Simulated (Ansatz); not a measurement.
**C2H6AlNOS: two geometries relaxed**

Are the two ends of the rotation by 180° about the S1–Al2 bond separate minima, and which lies lower? Each is relaxed from a guess. SMILES of the start: [SH][Al]1[CH2]NC[O]1.

All numbers below are computed with Ansatz 0.2.0 (RKS r2SCAN/STO-3G).

### 1 The structure to begin with

Bond lengths: S1–Al2 2.254 Å, Al2–C3 1.900 Å, C3–N4 1.421 Å, N4–C5 1.544 Å, Al2–O6 1.809 Å, C5–O6 1.435 Å, S1–H7 1.386 Å, C3–H8 1.095 Å, C3–H9 1.150 Å, N4–H10 0.984 Å, C5–H11 1.077 Å, C5–H12 1.121 Å. Angles (14 of 20 angles, heavy atoms first): S1–Al2–C3 117.4°, S1–Al2–O6 120.5°, C3–Al2–O6 93.4°, Al2–C3–N4 105.9°, C3–N4–C5 106.4°, N4–C5–O6 111.0°, Al2–O6–C5 104.6°, Al2–S1–H7 93.9°, Al2–C3–H8 112.4°, Al2–C3–H9 111.0°, N4–C3–H8 113.8°, N4–C3–H9 109.6°, C3–N4–H10 112.8°, C5–N4–H10 105.8°.

As a file:

```xyz
12

S     0.7754    3.0961    0.3139
Al   -0.3760    1.1880    0.6484
C     0.6276   -0.4056    0.8972
N     0.3189   -1.2369   -0.2129
C    -1.1493   -0.9374   -0.5867
O    -1.3781    0.4763   -0.6787
H     1.4471    2.6077   -0.7953
H     0.4338   -0.8742    1.8675
H     1.7558   -0.1843    0.9123
H     0.8497   -1.0180   -1.0124
H    -1.4037   -1.4063   -1.5218
H    -1.8241   -1.3606    0.2024
```

### 2 End point A

File input.yaml:

```yaml
crystal:
  periodic: [false, false, false]
  atoms:
    - { symbol: S, position_ang: [0.7754, 3.0961, 0.3139] }
    - { symbol: Al, position_ang: [-0.376, 1.188, 0.6484] }
    - { symbol: C, position_ang: [0.6276, -0.4056, 0.8972] }
    - { symbol: "N", position_ang: [0.3189, -1.2369, -0.2129] }
    - { symbol: C, position_ang: [-1.1493, -0.9374, -0.5867] }
    - { symbol: O, position_ang: [-1.3781, 0.4763, -0.6787] }
    - { symbol: H, position_ang: [1.4471, 2.6077, -0.7953] }
    - { symbol: H, position_ang: [0.4338, -0.8742, 1.8675] }
    - { symbol: H, position_ang: [1.7558, -0.1843, 0.9123] }
    - { symbol: H, position_ang: [0.8497, -1.018, -1.0124] }
    - { symbol: H, position_ang: [-1.4037, -1.4063, -1.5218] }
    - { symbol: H, position_ang: [-1.8241, -1.3606, 0.2024] }
basis:
  gaussian: { orbitals: STO-3G }
hamiltonian:
  xc: r2scan
relax:
  f_tol: 0.015
  max_steps: 40
output:
  orbitals: {}
```

On the command line:

```bash
> ansatz run input.yaml --threads 1 --pin off --max-ram 2048MiB --backend cpu --events-out ev --progress --plain --runs-dir out
```

The log of the run, shortened:

```text
Warning: RAYON_NUM_THREADS=1 ignored (pool sized by the plan → 1); use --threads N
[...]
Functional definition: r2SCAN
[...]
631 factors; integrals over basis functions are off by at most 1.2e-5 eV
[...]
mean field -22864.89737043 eV, -840.2694799791 hartree, gradient 5.6e-5 eV, S^2 0.000000; 0 other end points of the search recorded, 0 dependent functions left out
[...]
reference -22864.89737688 eV, -840.2694802162 hartree; 31, 31 occupied and 13, 13 virtual orbitals, 631 factors
relax step   1: F+E_penalty+E_count = -22864.89737043 eV  Δ(F+E_penalty+E_count) = +0.000e0 eV  max|allowed force component| = 4.072e0 eV/Å  Δτ_max = 0.0000 Å  (25 SCF iters, accepted)
[...]
relax step   3: F+E_penalty+E_count = -22866.13326201 eV  Δ(F+E_penalty+E_count) = -2.923e-1 eV  max|allowed force component| = 9.194e-1 eV/Å  Δτ_max = 0.1951 Å  (25 SCF iters, accepted)
[...]
relax step   5: F+E_penalty+E_count = -22866.30833023 eV  Δ(F+E_penalty+E_count) = -4.598e-2 eV  max|allowed force component| = 2.907e-1 eV/Å  Δτ_max = 0.1947 Å  (26 SCF iters, accepted)
[...]
relax step   7: F+E_penalty+E_count = -22866.35181495 eV  Δ(F+E_penalty+E_count) = -3.241e-2 eV  max|allowed force component| = 2.154e-1 eV/Å  Δτ_max = 0.2000 Å  (26 SCF iters, accepted)
[...]
relax step   9: F+E_penalty+E_count = -22866.45026107 eV  Δ(F+E_penalty+E_count) = -9.030e-2 eV  max|allowed force component| = 5.000e-1 eV/Å  Δτ_max = 0.1998 Å  (27 SCF iters, accepted)
[...]
relax step  10: F+E_penalty+E_count = -22866.51060771 eV  Δ(F+E_penalty+E_count) = -6.035e-2 eV  max|allowed force component| = 3.350e-1 eV/Å  Δτ_max = 0.2000 Å  (27 SCF iters, accepted)
[...]
631 factors; integrals over basis functions are off by at most 2.1e-5 eV
```

### 3 The log goes on: end point A relaxed

Output, continued, shortened:

```text
mean field -22866.55003450 eV, -840.3302142637 hartree, gradient 2.6e-5 eV, S^2 0.000000; 0 other end points of the search recorded, 0 dependent functions left out
[...]
reference -22866.55004098 eV, -840.3302145017 hartree; 31, 31 occupied and 13, 13 virtual orbitals, 631 factors
relax step  11: F+E_penalty+E_count = -22866.55003450 eV  Δ(F+E_penalty+E_count) = -3.943e-2 eV  max|allowed force component| = 4.672e-1 eV/Å  Δτ_max = 0.2000 Å  (26 SCF iters, accepted)
[...]
relax step  16: F+E_penalty+E_count = -22866.58488224 eV  Δ(F+E_penalty+E_count) = +1.694e-4 eV  max|allowed force component| = 6.359e-2 eV/Å  Δτ_max = 0.0132 Å  (27 SCF iters, rejected (line search))
[...]
relax step  17: F+E_penalty+E_count = -22866.58521573 eV  Δ(F+E_penalty+E_count) = -1.641e-4 eV  max|allowed force component| = 5.061e-3 eV/Å  Δτ_max = 0.0066 Å  (21 SCF iters, accepted)
[...]
Atom 2 at     0.840060    -0.363055     0.728481 Å, force    -0.002964     0.000193    -0.000634 eV/Å
Atom 3 at     0.154026    -1.516049    -0.050196 Å, force     0.000782     0.000844    -0.003255 eV/Å
Atom 4 at    -1.223961    -0.968163    -0.494840 Å, force     0.001646    -0.001213     0.004226 eV/Å
Atom 5 at    -1.256510     0.430141    -0.931163 Å, force     0.005061    -0.000029     0.001243 eV/Å
Atom 6 at     1.458107     3.205038     0.572818 Å, force     0.000356     0.001834    -0.000812 eV/Å
Atom 7 at     0.582580    -0.502677     1.793293 Å, force     0.001347     0.000224    -0.002484 eV/Å
Atom 8 at     1.928309    -0.500170     0.640601 Å, force    -0.003158    -0.000563    -0.000238 eV/Å
Atom 9 at     0.693265    -1.523996    -0.972930 Å, force    -0.000167    -0.000039     0.003511 eV/Å
Atom 10 at    -1.578513    -1.620892    -1.324429 Å, force    -0.001506    -0.000391    -0.000229 eV/Å
Atom 11 at    -1.910110    -1.117814     0.375394 Å, force     0.000390     0.001314    -0.001292 eV/Å
Dipole moment:     0.281942     0.237641     0.077305 e Å
```

Run time: 59 s. Hardware: 1 thread of Intel Xeon 6975P-C (Granite Rapids), shared host; peak memory 0.21 GiB.

Relaxation path:

```csv
step,energy from step 1 (eV),largest force component (eV/Å)
1,0.0000,4.0719
2,-0.9436,1.9136
3,-1.2359,0.9194
4,-1.3650,0.5946
5,-1.4110,0.2907
6,-1.4220,0.3773
7,-1.4544,0.2154
8,-1.4626,1.2126
9,-1.5529,0.5000
10,-1.6132,0.3350
11,-1.6527,0.4672
12,-1.6835,0.1790
13x,-1.6739,0.3229
14,-1.6864,0.0653
15,-1.6877,0.0280
16x,-1.6875,0.0636
17,-1.6878,0.0051
```

Step 1 is the start. 2 steps were tried and not accepted (marked x).

After: Bond lengths: S1–Al2 2.100 Å, Al2–C3 1.918 Å, C3–N4 1.551 Å, N4–C5 1.548 Å, Al2–O6 1.715 Å, C5–O6 1.465 Å, S1–H7 1.358 Å, C3–H8 1.104 Å, C3–H9 1.100 Å, N4–H10 1.069 Å, C5–H11 1.114 Å, C5–H12 1.118 Å. Angles (14 of 20 angles, heavy atoms first): S1–Al2–C3 138.9°, S1–Al2–O6 120.8°, C3–Al2–O6 100.2°, Al2–C3–N4 101.5°, C3–N4–C5 105.9°, N4–C5–O6 116.3°, Al2–O6–C5 104.5°, Al2–S1–H7 93.2°, Al2–C3–H8 114.1°, Al2–C3–H9 119.0°, N4–C3–H8 106.7°, N4–C3–H9 107.7°, C3–N4–H10 102.5°, C5–N4–H10 101.8°.

### 4 End point B

The second end starts from a geometry with the move made by hand.

File input.yaml:

```yaml
crystal:
  periodic: [false, false, false]
  atoms:
    - { symbol: S, position_ang: [0.7754, 3.0961, 0.3139] }
    - { symbol: Al, position_ang: [-0.376, 1.188, 0.6484] }
    - { symbol: C, position_ang: [-2.27217, 1.30243, 0.65891] }
    - { symbol: "N", position_ang: [-2.67552, 0.95372, 1.97587] }
    - { symbol: C, position_ang: [-1.65803, -0.0927, 2.48061] }
    - { symbol: O, position_ang: [-0.31158, 0.34578, 2.24791] }
    - { symbol: H, position_ang: [1.4471, 2.6077, -0.7953] }
    - { symbol: H, position_ang: [-2.73217, 0.68756, -0.12146] }
    - { symbol: H, position_ang: [-2.62216, 2.37078, 0.41772] }
    - { symbol: H, position_ang: [-2.61853, 1.70891, 2.60461] }
    - { symbol: H, position_ang: [-1.80032, -0.28119, 3.53095] }
    - { symbol: H, position_ang: [-1.82139, -1.0585, 1.93501] }
basis:
  gaussian: { orbitals: STO-3G }
hamiltonian:
  xc: r2scan
relax:
  f_tol: 0.015
  max_steps: 40
```

On the command line:

```bash
> ansatz run input.yaml --threads 1 --pin off --max-ram 2048MiB --backend cpu --events-out ev --progress --plain --runs-dir out
```

The log of the run, shortened:

```text
Warning: RAYON_NUM_THREADS=1 ignored (pool sized by the plan → 1); use --threads N
[...]
Functional definition: r2SCAN
[...]
630 factors; integrals over basis functions are off by at most 1.2e-5 eV
[...]
mean field -22865.00212264 eV, -840.2733295520 hartree, gradient 3.5e-5 eV, S^2 0.000000; 0 other end points of the search recorded, 0 dependent functions left out
[...]
reference -22865.00212927 eV, -840.2733297958 hartree; 31, 31 occupied and 13, 13 virtual orbitals, 630 factors
relax step   1: F+E_penalty+E_count = -22865.00212264 eV  Δ(F+E_penalty+E_count) = +0.000e0 eV  max|allowed force component| = 5.428e0 eV/Å  Δτ_max = 0.0000 Å  (25 SCF iters, accepted)
[...]
relax step   4: F+E_penalty+E_count = -22866.30448056 eV  Δ(F+E_penalty+E_count) = -1.275e-1 eV  max|allowed force component| = 7.278e-1 eV/Å  Δτ_max = 0.1931 Å  (26 SCF iters, accepted)
[...]
Atom 2 at    -2.214880     1.387028     0.572529 Å, force    -0.000582    -0.004011     0.000154 eV/Å
Atom 3 at    -2.772070     0.791718     1.892222 Å, force     0.005539     0.000787     0.000253 eV/Å
Atom 4 at    -1.625350    -0.058109     2.491834 Å, force     0.001551     0.001452    -0.001226 eV/Å
Atom 5 at    -0.273868     0.493780     2.364839 Å, force    -0.004945    -0.001574    -0.001297 eV/Å
Atom 6 at     0.727745     2.988957    -0.814656 Å, force    -0.000278    -0.001100     0.001539 eV/Å
Atom 7 at    -2.486555     0.681482    -0.232417 Å, force     0.000622     0.001930    -0.000735 eV/Å
Atom 8 at    -2.754882     2.324755     0.373268 Å, force    -0.000860    -0.000136     0.001305 eV/Å
Atom 9 at    -2.778064     1.639480     2.542892 Å, force    -0.001456     0.000568     0.001648 eV/Å
Atom 10 at    -1.862281    -0.206835     3.569676 Å, force    -0.001217     0.001599    -0.000284 eV/Å
Atom 11 at    -1.685007    -1.054515     1.987825 Å, force     0.000291    -0.000648     0.000987 eV/Å
Dipole moment:     0.077534     0.280334    -0.240566 e Å
```

Wall time 45 s (1 thread of Intel Xeon 6975P-C (Granite Rapids), shared host); peak memory 0.22 GiB.

Step by step:

```csv
step,energy from step 1 (eV),largest force component (eV/Å)
1,0.0000,5.4276
2,-0.9263,1.7038
3,-1.1749,0.9779
4,-1.3024,0.7278
5,-1.3789,0.7096
6,-1.4482,0.9364
7,-1.5170,0.4222
8,-1.5523,0.4657
9,-1.5793,0.1735
10,-1.5805,0.1150
11,-1.5829,0.0203
12,-1.5830,0.0434
13,-1.5831,0.0055
```

Step 1 is the start.

After: Bond lengths: S1–Al2 2.100 Å, Al2–C3 1.918 Å, C3–N4 1.551 Å, N4–C5 1.548 Å, Al2–O6 1.715 Å, C5–O6 1.465 Å, S1–H7 1.358 Å, C3–H8 1.104 Å, C3–H9 1.100 Å, N4–H10 1.069 Å, C5–H11 1.114 Å, C5–H12 1.118 Å. Angles (14 of 20 angles, heavy atoms first): S1–Al2–C3 139.0°, S1–Al2–O6 120.8°, C3–Al2–O6 100.2°, Al2–C3–N4 101.5°, C3–N4–C5 105.9°, N4–C5–O6 116.3°, Al2–O6–C5 104.5°, Al2–S1–H7 93.3°, Al2–C3–H8 114.1°, Al2–C3–H9 119.0°, N4–C3–H8 106.7°, N4–C3–H9 107.7°, C3–N4–H10 102.4°, C5–N4–H10 101.8°.

### 5 Results

```
                           quantity                     value
                              end A  14 moves, 1.688 eV lower
                              end B  12 moves, 1.583 eV lower
largest difference between the ends                    0.01 Å
            end B relative to end A                 -0.000 eV
```

**Reading.** The two relaxations end at one structure, within 0.01 Å: no second minimum was found from this start, which doesn't rule one out. In so small a basis the energies are only a sketch.
